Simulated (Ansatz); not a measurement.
# ZnO2: the cost of one run

Method: DFT r2SCAN, scalar-relativistic, plane waves, PAW, in Ansatz 0.2.0.

### Step 1. The structure to begin with

Symmetry: Pa-3, No. 205, cubic system. The conventional cell has a = 4.957 Å, b = 4.957 Å, c = 4.957 Å, α = 90.00°, β = 90.00°, γ = 90.00°. Around Zn (site symmetry -3) lie 6 O at 2.14 Å. Around O (site symmetry 3) lie 1 O at 1.50 Å and 3 Zn at 2.14 Å.

Structure file:

```cif
data_structure
_symmetry_space_group_name_H-M 'Pa-3'
_symmetry_Int_Tables_number 205
_cell_length_a 4.9573
_cell_length_b 4.9573
_cell_length_c 4.9573
_cell_angle_alpha 90.000
_cell_angle_beta 90.000
_cell_angle_gamma 90.000
_cell_volume 121.83
loop_
_atom_site_label
_atom_site_type_symbol
_atom_site_symmetry_multiplicity
_atom_site_Wyckoff_symbol
_atom_site_fract_x
_atom_site_fract_y
_atom_site_fract_z
_atom_site_occupancy
Zn1 Zn 4 a 0.00000 0.50000 0.50000 1
O1 O 8 c 0.41258 0.08742 0.91258 1
```

The structure comes from the Materials Project (structure only).

(A quick probe on a coarse mesh, which set the mesh and smearing, is not shown.)

### Step 3. Relaxing cell and atoms

input.yaml reads:

```yaml
crystal:
  lattice:
    - [4.957327, 0.0, 0.0]
    - [0.0, 4.957327, 0.0]
    - [0.0, 0.0, 4.957327]
  atoms:
    - { symbol: Zn, position: [0.0, 0.5, 0.5] }
    - { symbol: Zn, position: [0.5, 0.5, 0.0] }
    - { symbol: Zn, position: [0.5, 0.0, 0.5] }
    - { symbol: Zn, position: [0.0, 0.0, 0.0] }
    - { symbol: O, position: [0.412583, 0.087417, 0.912583] }
    - { symbol: O, position: [0.087417, 0.912583, 0.412583] }
    - { symbol: O, position: [0.912583, 0.412583, 0.087417] }
    - { symbol: O, position: [0.587417, 0.587417, 0.587417] }
    - { symbol: O, position: [0.412583, 0.412583, 0.412583] }
    - { symbol: O, position: [0.087417, 0.587417, 0.912583] }
    - { symbol: O, position: [0.912583, 0.087417, 0.587417] }
    - { symbol: O, position: [0.587417, 0.912583, 0.087417] }
basis:
  ecutwfc: 500
kpoints:
  mp_grid: { grid: [6, 6, 6] }
hamiltonian:
  xc: r2scan
scf:
  occupations: { method: gaussian, width: 0.02 }
output:
  forces: true
  stress: true
  eigenvalues: true
  write_density: true
  write_potential: true
  elf: true
  volumetric_format: npy
relax:
  adjacent_minimum: "off"
  f_tol: 0.005
  max_steps: 80
  cell: { stress_tol: 0.05 }
```

On the command line:

```bash
$ ansatz run input.yaml --threads 2 --pin off --max-ram 5120MiB --backend cpu --events-out ev --progress --plain --runs-dir out
```

**Question.** How long does this run take on 2 threads of Oxide Virtual Turin-like (Zen 5), shared host, and how much memory does it need?

About 51 s, with a peak of 0.84 GiB.
